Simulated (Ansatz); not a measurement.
## C2HK, SMILES C#[C][K]: a ladder of basis sets, step by step

Computed with Ansatz 0.2.0 through its Python package.

Run as a notebook:

```python
import ansatz
```

```python
XC = "pbe0"
VDW = "d3bj"
```

```python
GEOMETRY = """
C    -0.75670    0.44970   -0.26150
C     0.17240   -0.12440    0.05790
K     2.23270   -1.43190    0.75170
H    -1.59280    1.04640   -0.56840
"""
```

```python
molecule = ansatz.Crystal.molecule()
for line in GEOMETRY.strip().splitlines():
    symbol, *xyz = line.split()
    molecule = molecule.atom(symbol, [float(v) for v in xyz])
```

```python
setup = molecule.calculation().functional(XC, dispersion=VDW)
```

```python
energies = {}
for basis in ["STO-3G", "6-31G", "6-31G*", "def2-SVP", "def2-SVPD", "def2-TZVP", "def2-TZVPP"]:
    report = setup.basis(gaussian=basis).run(threads=1, backend="cpu").report
    size = report["n_frozen"] + report["n_occupied"][0] + report["n_virtual"][0]
    energies[basis] = (report["reference_energy_ev"] / 27.211386246, report["free_energy_ev"] / 27.211386246)
    print(f"{basis:14s} {size:4d} orbitals  reference {energies[basis][0]:14.6f} Ha  total {energies[basis][1]:14.6f} Ha")
```

    STO-3G           24 orbitals  reference    -669.272015 Ha  total    -669.273846 Ha
    6-31G            49 orbitals  reference    -676.308410 Ha  total    -676.310241 Ha
    6-31G*           67 orbitals  reference    -676.330469 Ha  total    -676.332300 Ha
    def2-SVP         57 orbitals  reference    -676.226958 Ha  total    -676.228789 Ha
    def2-SVPD        75 orbitals  reference    -676.232333 Ha  total    -676.234164 Ha
    def2-TZVP       101 orbitals  reference    -676.398278 Ha  total    -676.400108 Ha
    def2-TZVPP      109 orbitals  reference    -676.398768 Ha  total    -676.400598 Ha

```python
last = energies["def2-TZVPP"][1]
for basis, (_, total) in energies.items():
    print(f"{basis:14s} lies {27.211386 * (total - last):9.4f} eV above def2-TZVPP")
```

    STO-3G         lies  193.9288 eV above def2-TZVPP
    6-31G          lies    2.4587 eV above def2-TZVPP
    6-31G*         lies    1.8585 eV above def2-TZVPP
    def2-SVP       lies    4.6752 eV above def2-TZVPP
    def2-SVPD      lies    4.5289 eV above def2-TZVPP
    def2-TZVP      lies    0.0133 eV above def2-TZVPP
    def2-TZVPP     lies    0.0000 eV above def2-TZVPP

Against STO-3G: 6-31G -7036.4 mHa, 6-31G* -7058.5 mHa, def2-SVP -6954.9 mHa, def2-SVPD -6960.3 mHa, def2-TZVP -7126.3 mHa and def2-TZVPP -7126.8 mHa. The last step alone is -0.49 mHa (these two sets differ little on atoms other than hydrogen).

What to keep in mind:
- The drop along the ladder measures the basis error, and is no property of the molecule.
- The geometry is a force-field or estimated start, not a minimum of this method, and the last set is no limit. Much of the fall in a total is atomic energy, which cancels in bond and reaction energies.
- Total less reference energy is the dispersion correction.
- Totals across families of basis sets mostly measure their core functions.
- Run time: 8.3 s on 1 thread of Arm Neoverse V2, on a shared host, peak memory 0.23 GiB.
